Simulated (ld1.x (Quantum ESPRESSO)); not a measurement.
# F, PAW: a sweep of the scale of all radii, part 2 of 2

Aim: generate and test one potential in full, then change the scale of all radii and see what happens to hardness, ghosts and transferability.

ld1.x (Quantum ESPRESSO) 7.5; first potential LDA (PZ), scalar-relativistic. The steps go on from the part before.

## Step 6: Variant: scale of all radii = 1.09

F.in reads:

```
 &input
   title='F', zed=9., rel=1, dft='PZ', iswitch=3,
   config='[He] 2s1.5 2p5.5 3d-2',
   nld=3, rlderiv=2.05, eminld=-4.0, emaxld=5.0, deld=0.02
 /
 &inputp
   pseudotype=3, lpaw=.true., tm=.true., lloc=-2, rcloc=0.80,
   nlcc=.true., new_core_ps=.true.,
   which_augfun='PSQ', rmatch_augfun_nc=.true.,
   file_pseudopw='F.UPF', file_wfcaegen='ae.wfc', file_wfcncgen='nc.wfc', file_beta='beta', file_chi='chi', file_wfcusgen='us.wfc'
 /
6
2S  1  0   1.50   0.00  0.70  0.84  0.0
2S  1  0   0.00  -1.70  0.70  0.84  0.0
2P  2  1   5.50   0.00  1.36  1.88  0.0
2P  2  1   0.00  -0.55  1.36  1.88  0.0
3D  3  2  -2.00   0.25  1.22  1.50  0.0
3D  3  2  -2.00   1.35  1.22  1.50  0.0
 &test
   configts(1)='2s1.5 2p5.5'
 /
```

Run with:

```bash
$ ld1.x < F.in > F.out
```

The output, F.out (without the banner and most projector matrices):

```text
     Program LD1 v.7.5
     [... all-electron run as in step 2 ...]


     --------------------- Generating PAW atomic setup --------------------

      Generating local potential from pseudized AE potential:
      Matching radius rcloc =   0.8000
      Enforcing V''(0)=0 (lloc=-2)

      Local pseudo, rcloc= 0.801 Estimated cut-off energy=    47.41 Ry

      Computing core charge for nlcc:

       r > 0.28 : true rho core
      Core charge pseudized with two Bessel functions
      Integrated core pseudo-charge :   1.47
      Wfc-us  2S rcutus= 0.842  Estimated cut-off energy=    63.95 Ry
      Wfc-us  2S rcutus= 0.842  Estimated cut-off energy=    64.92 Ry
      Wfc-us  2P rcutus= 1.873  Estimated cut-off energy=    23.11 Ry
      Wfc-us  2P rcutus= 1.873  Estimated cut-off energy=    27.45 Ry
      Wfc-us  3D rcutus= 1.496  Estimated cut-off energy=    45.36 Ry
      Wfc-us  3D rcutus= 1.496  Estimated cut-off energy=    46.37 Ry

     Required augmentation: PSQ   radius:    1.880000

     Q pseudized with Bessel functions
     Expected ecutrho=     499.9111 due to l1=  0   l2=  2

     Estimated PAW energy =  -57.248872 Ryd

     The PAW screened D coefficients
     1.84993     1.44557     0.00000     0.00000     0.00000     0.00000
     1.44557     1.12961     0.00000     0.00000     0.00000     0.00000
     0.00000     0.00000    -0.91852    -0.47969     0.00000     0.00000
     0.00000     0.00000    -0.47969    -0.24930     0.00000     0.00000
     0.00000     0.00000     0.00000     0.00000    -0.00880    -0.01030
     0.00000     0.00000     0.00000     0.00000    -0.01030    -0.01082

     The PAW descreened D coefficients (US)
     0.76374     0.59130     0.00000     0.00000     0.00000     0.00000
     0.59130     0.45771     0.00000     0.00000     0.00000     0.00000
     0.00000     0.00000     2.70847     1.60542     0.00000     0.00000
     0.00000     0.00000     1.60542     0.94936     0.00000     0.00000
     0.00000     0.00000     0.00000     0.00000     0.00312     0.00572
     0.00000     0.00000     0.00000     0.00000     0.00572     0.01009

     ------------------- End of pseudopotential generation -------------------

     [... all-electron run as in step 2 ...]


     Computing logarithmic derivative in   2.05761
     Computing logarithmic derivative in   2.05761
     Computing the partial wave expansion
     R is outside the sphere for l=    0 j= 0.00
     R is outside the sphere for l=    0 j= 0.00
     R is outside the sphere for l=    1 j= 0.00
     R is outside the sphere for l=    1 j= 0.00
     R is outside the sphere for l=    2 j= 0.00
     R is outside the sphere for l=    2 j= 0.00

     ---------------------- Testing the pseudopotential ----------------------

     F
     scalar relativistic calculation

     atomic number is  9.00   valence charge is  7.00
     dft = SLA  PZ   NOGX NOGC   lsd =0 sic =0 latt =0  beta=0.20 tr2=1.0E-14
     mesh =1105 r(mesh) =  99.76081 xmin = -7.00 dx = 0.01250

     n l     nl             e AE (Ry)        e PS (Ry)    De AE-PS (Ry)
     1 0     2S   1( 1.50)       -2.19696       -2.19700        0.00004
     2 1     2P   1( 5.50)       -0.84530       -0.84530        0.00000

     eps = 4.7E-17  iter =  4

     Etot =    -197.698389 Ry,     -98.849195 Ha,   -2689.823616 eV
     Etotps =   -57.248929 Ry,     -28.624465 Ha,    -778.911361 eV

     Ekin =      49.674973 Ry,      24.837487 Ha,     675.862441 eV
     Encl =    -129.990825 Ry,     -64.995412 Ha,   -1768.615267 eV
     Ehrt =      42.258724 Ry,      21.129362 Ha,     574.959236 eV
     Ecxc =     -19.191802 Ry,      -9.595901 Ha,    -261.117771 eV
     (Ecc =      -5.263535 Ry,      -2.631768 Ha,     -71.614046 eV)

     ---------------------- End of pseudopotential test ----------------------
```

Run time: 1.6 s. Hardware: 1 thread, shared host. This counts the later configuration tests of the new file too.

The new file went through the configuration test as well (its log is not shown).

Energies count from the reference configuration 2s1.5 2p5.5; the error is all-electron less pseudo. Spin-polarised rows fill open shells by Hund's rule and count from the unpolarised reference. A star marks tests that logged a warning.

```csv
valence configuration,charge,ΔE all-electron (eV),error AE − PS (meV)
2s2 2p5,0,-9.186,0.0
2s2 2p4,+1,10.370,-19
2s2 2p3,+2,48.882,-110
2s1 2p6,0,9.205,-0.5
2s2 2p1 *,+4,195.481,-390
2s2 2p5.3,-0.3,-11.911,+0.3
2s1 2p5,+1,29.025,-15
2s1.5 2p5.5 (spin-polarised),0,-0.406,-0.3
2s2 2p5 (spin-polarised),0,-9.565,-0.7
```

Against the first potential, the loose cutoff stays at 25 Ry, the largest test error goes from -223 to -390 meV and there is no bound ghost.

## Step 7: Now with scale of all radii = 1.22

F.in reads:

```
 &input
   title='F', zed=9., rel=1, dft='PZ', iswitch=3,
   config='[He] 2s1.5 2p5.5 3d-2',
   nld=3, rlderiv=2.30, eminld=-4.0, emaxld=5.0, deld=0.02
 /
 &inputp
   pseudotype=3, lpaw=.true., tm=.true., lloc=-2, rcloc=0.88,
   nlcc=.true., new_core_ps=.true.,
   which_augfun='PSQ', rmatch_augfun_nc=.true.,
   file_pseudopw='F.UPF', file_wfcaegen='ae.wfc', file_wfcncgen='nc.wfc', file_beta='beta', file_chi='chi', file_wfcusgen='us.wfc'
 /
6
2S  1  0   1.50   0.00  0.78  0.94  0.0
2S  1  0   0.00  -1.70  0.78  0.94  0.0
2P  2  1   5.50   0.00  1.52  2.10  0.0
2P  2  1   0.00  -0.55  1.52  2.10  0.0
3D  3  2  -2.00   0.25  1.36  1.68  0.0
3D  3  2  -2.00   1.35  1.36  1.68  0.0
 &test
   configts(1)='2s1.5 2p5.5'
 /
```

Run with:

```bash
$ ld1.x < F.in > F.out
```

What the program wrote to F.out (without the banner and most projector matrices):

```text
     Program LD1 v.7.5
     [... all-electron run as in step 2 ...]


     --------------------- Generating PAW atomic setup --------------------

      Generating local potential from pseudized AE potential:
      Matching radius rcloc =   0.8800
      Enforcing V''(0)=0 (lloc=-2)

      Local pseudo, rcloc= 0.885 Estimated cut-off energy=    39.20 Ry

      Computing core charge for nlcc:

       r > 0.28 : true rho core
      Core charge pseudized with two Bessel functions
      Integrated core pseudo-charge :   1.47
      Wfc-us  2S rcutus= 0.930  Estimated cut-off energy=    53.46 Ry
      Wfc-us  2S rcutus= 0.930  Estimated cut-off energy=    54.59 Ry
      Wfc-us  2P rcutus= 2.123  Estimated cut-off energy=    18.21 Ry
      Wfc-us  2P rcutus= 2.123  Estimated cut-off energy=    26.01 Ry
      Wfc-us  3D rcutus= 1.695  Estimated cut-off energy=    35.33 Ry
      Wfc-us  3D rcutus= 1.695  Estimated cut-off energy=    36.36 Ry

     Required augmentation: PSQ   radius:    2.100000

     Q pseudized with Bessel functions
     Expected ecutrho=     404.0500 due to l1=  0   l2=  2

     Estimated PAW energy =  -57.248872 Ryd

     The PAW screened D coefficients
     1.49648     1.06544     0.00000     0.00000     0.00000     0.00000
     1.06544     0.75861     0.00000     0.00000     0.00000     0.00000
     0.00000     0.00000    -0.92971    -0.46950     0.00000     0.00000
     0.00000     0.00000    -0.46950    -0.24514     0.00000     0.00000
     0.00000     0.00000     0.00000     0.00000    -0.00687    -0.00811
     0.00000     0.00000     0.00000     0.00000    -0.00811    -0.00792

     The PAW descreened D coefficients (US)
     0.24744     0.16923     0.00000     0.00000     0.00000     0.00000
     0.16923     0.11548     0.00000     0.00000     0.00000     0.00000
     0.00000     0.00000     2.64222     1.52791     0.00000     0.00000
     0.00000     0.00000     1.52791     0.87063     0.00000     0.00000
     0.00000     0.00000     0.00000     0.00000     0.00394     0.00734
     0.00000     0.00000     0.00000     0.00000     0.00734     0.01335

     ------------------- End of pseudopotential generation -------------------

     [... all-electron run as in step 2 ...]


     Computing logarithmic derivative in   2.30261
     Computing logarithmic derivative in   2.30261
     Computing the partial wave expansion
     R is outside the sphere for l=    0 j= 0.00
     R is outside the sphere for l=    0 j= 0.00
     R is outside the sphere for l=    1 j= 0.00
     R is outside the sphere for l=    1 j= 0.00
     R is outside the sphere for l=    2 j= 0.00
     R is outside the sphere for l=    2 j= 0.00

     ---------------------- Testing the pseudopotential ----------------------

     F
     scalar relativistic calculation

     atomic number is  9.00   valence charge is  7.00
     dft = SLA  PZ   NOGX NOGC   lsd =0 sic =0 latt =0  beta=0.20 tr2=1.0E-14
     mesh =1105 r(mesh) =  99.76081 xmin = -7.00 dx = 0.01250

     n l     nl             e AE (Ry)        e PS (Ry)    De AE-PS (Ry)
     1 0     2S   1( 1.50)       -2.19696       -2.19698        0.00002
     2 1     2P   1( 5.50)       -0.84530       -0.84530        0.00000

     eps = 2.2E-17  iter =  4

     Etot =    -197.698389 Ry,     -98.849195 Ha,   -2689.823616 eV
     Etotps =   -57.248908 Ry,     -28.624454 Ha,    -778.911077 eV

     Ekin =      49.675005 Ry,      24.837503 Ha,     675.862876 eV
     Encl =    -129.990836 Ry,     -64.995418 Ha,   -1768.615423 eV
     Ehrt =      42.258725 Ry,      21.129363 Ha,     574.959246 eV
     Ecxc =     -19.191803 Ry,      -9.595901 Ha,    -261.117777 eV
     (Ecc =      -5.263535 Ry,      -2.631768 Ha,     -71.614046 eV)

     ---------------------- End of pseudopotential test ----------------------
```

It took 1.6 s on 1 thread, shared host. (Generation and the later configuration tests together.)

The test run was repeated on this file; only its results are given.

Energies count from the reference configuration 2s1.5 2p5.5; the error is all-electron less pseudo. Spin-polarised rows fill open shells by Hund's rule and count from the unpolarised reference. A star marks tests that logged a warning.

```tsv
valence configuration	charge	ΔE all-electron (eV)	error AE − PS (meV)
2s2 2p5	0	-9.186	-0.1
2s2 2p4 *	+1	10.370	-55
2s2 2p3	+2	48.882	-288
2s1 2p6	0	9.205	-0.5
2s2 2p1	+4	195.481	-848
2s2 2p5.3	-0.3	-11.911	-0.4
2s1 2p5	+1	29.025	-45
2s1.5 2p5.5 (spin-polarised)	0	-0.406	-0.9
2s2 2p5 (spin-polarised)	0	-9.565	-1.7
```

Against the first potential, the loose cutoff goes from 25 Ry to 30 Ry, the largest test error goes from -223 to -848 meV and there is no bound ghost.

## Step 8: All runs side by side

This closing draws on all 2 parts.

Cutoffs, loose and tight: the cutoffs (Ry, on a coarse ladder) from which the occupation-weighted sum of valence levels, in a spherical-Bessel basis at the reference potential, stays within 10 and 1 mRy of its value at 400 Ry; empty and scattering waves don't count. The number of plane waves in a given cell goes as the cutoff to the power 3/2; it is given for the loose cutoff, relative to the first potential. Test errors are all-electron less pseudo. The phase difference is the largest within 1 Ry of zero, over the channels with partial waves.

```tsv
scale of all radii	outcome	cutoff, loose	cutoff, tight	plane waves, relative	bound ghosts	largest test error (meV)	phase difference near zero (rad)	lowest overlap eigenvalue (Bessel basis)
1 (first)	generated	25 Ry	55 Ry	1.00	none	-223	0.001	0.027
1.09	generated	25 Ry	40 Ry	1.00	none	-390	0.001	0.360
1.22	generated	30 Ry	50 Ry	1.31	none	-848	0.001	0.590
```

In words: The loose cutoff is 25 Ry at 1, 25 Ry at 1.09 and 30 Ry at 1.22. The largest test error is 223 meV at 1, 390 meV at 1.09 and 848 meV at 1.22.

The first potential by itself. The worst unpolarised test, 2s2 2p1, is off by 223 meV on 195.5 eV; by total energies transferability rates as fair for so large an energy. That test lies far up in energy; among those under 40 eV, nearer to bonding, the largest error is 9.7 meV. It counts as soft on the atom at that tolerance, with 25 Ry needed at the looser tolerance. The slowest occupied level is 2s: taken alone it needs 50 Ry to come within 1 mRy, against 25 Ry for 2p. The Bessel-basis test finds no level below the valence levels.
